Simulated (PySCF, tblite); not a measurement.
# C3H11NOSi4: geometry, infrared bands and NMR shifts

Wanted: the infrared bands and NMR shifts of C3H11NOSi4 (`CO[Si@@]1(C#N)[SiH2][SiH2][Si@@H]1C`), by calculation.

Programs: tblite 0.8.0 and PySCF 2.14.0, with density-fitted response routines of our own. Each step states its level of theory. These are calculated values for one molecule in the gas phase, unless marked as measured. Atoms are numbered from 0 throughout.

## 1. Starting geometry

20 atoms, charge 0, multiplicity 1; geometry from: force field or distance geometry start.

Bonds of the start (Å): C0–O1 1.43, O1–Si2 1.65, Si2–C3 1.87, C3–N4 1.14, Si2–Si5 2.28, Si5–Si6 2.28, Si6–Si7 2.29, Si7–C8 1.82, Si7–Si2 2.29, C0–H9 1.09, C0–H10 1.10, C0–H11 1.09, Si5–H12 1.50, Si5–H13 1.49, Si6–H14 1.48, Si6–H15 1.50, Si7–H16 1.49, C8–H17 1.09, C8–H18 1.10, C8–H19 1.09.

## 2. Geometry optimisation with GFN2-xTB

The job: settings as JSON, then the geometry in Å.

```
{"job": {"kind": "relax", "xc": "GFN2-xTB", "basis": "xTB"}, "charge": 0, "multiplicity": 1}
C      3.261200     0.607500     0.349100
O      1.907100     0.716600     0.800500
Si     0.695200     0.038800    -0.087000
C      0.736000     0.264600    -1.939400
N      0.770300     0.387100    -3.075800
Si     0.226300    -2.132500     0.445100
Si    -1.976700    -1.584200     0.202200
Si    -1.374800     0.562600     0.727800
C     -2.265700     1.806000    -0.266000
H      3.552700    -0.437000     0.238000
H      3.385700     1.150900    -0.593900
H      3.900400     1.066500     1.101600
H      0.583700    -2.473000     1.863200
H      0.744200    -3.136700    -0.529900
H     -2.445600    -1.694400    -1.199000
H     -2.895700    -2.223300     1.202400
H     -1.404600     0.823600     2.193400
H     -1.826000     2.796800    -0.149900
H     -3.319300     1.892800     0.045400
H     -2.259500     1.578100    -1.330900
```

On the command line:

```sh
$ OMP_NUM_THREADS=1 python probes_run.py task.json out
```

This one command runs all jobs of the session in turn.

**Question.** This job is followed by: GFN2-xTB harmonic vibrations, gas phase; GIAO PBE0/pcSseg-1 NMR shielding, non-relativistic, gas phase. What will the session give for the following? strongest single infrared mode (GFN2-xTB); zero-point energy (GFN2-xTB); ¹³C shifts against TMS (PBE0/pcSseg-1); ¹H shifts against TMS (PBE0/pcSseg-1, means over atoms taken as alike); ¹⁷O shifts against H2O (PBE0/pcSseg-1); ²⁹Si shifts against TMS (PBE0/pcSseg-1); ¹⁵N shifts against NH3 (PBE0/pcSseg-1); surface potential, 1st and 99th percentile.

As calculated:

```
                                                              quantity                                         value
                             strongest single infrared mode (GFN2-xTB)                         2161 cm⁻¹, 490 km/mol
                                          zero-point energy (GFN2-xTB)                                 80.0 kcal/mol
                                ¹³C shifts against TMS (PBE0/pcSseg-1)                         124.4, 54.5, -8.0 ppm
¹H shifts against TMS (PBE0/pcSseg-1, means over atoms taken as alike)  5.06, 4.34, 4.06, 4.00, 3.86, 3.76, 0.40 ppm
                                ¹⁷O shifts against H2O (PBE0/pcSseg-1)                                       3.8 ppm
                               ²⁹Si shifts against TMS (PBE0/pcSseg-1)                 2.1, -29.6, -98.0, -102.5 ppm
                                ¹⁵N shifts against NH3 (PBE0/pcSseg-1)                                     370.5 ppm
                                 surface potential, 1st and 99th percentile                            -1.58 V and 1.54 V
```

The optimisation took 186 steps and gained 0.712 eV; among the close pairs (by a distance rule), Si6–Si7 changed most, from 2.291 to 2.379 Å. No mode is imaginary among the 54: a minimum at this level. The strongest single mode, at 2161 cm⁻¹, moves mainly H15. Unscaled tight-binding wavenumbers are off by several per cent, some by more. Its intensities can rank the bands wrongly. The most deshielded carbon is C3 (nitrile carbon), at 124.4 ppm: typical of a nitrile. At PBE0/pcSseg-1: Shielding is most anisotropic at N4 (span 556 ppm, paramagnetic term -441 ppm). At PBE0/pcSseg-1, counted by nearest atom on the grid, the HOMO lies on Si2, Si5 about 21 % each; Si7 15 %, the LUMO on Si2 20 %; Si5, Si7 about 10 % each.
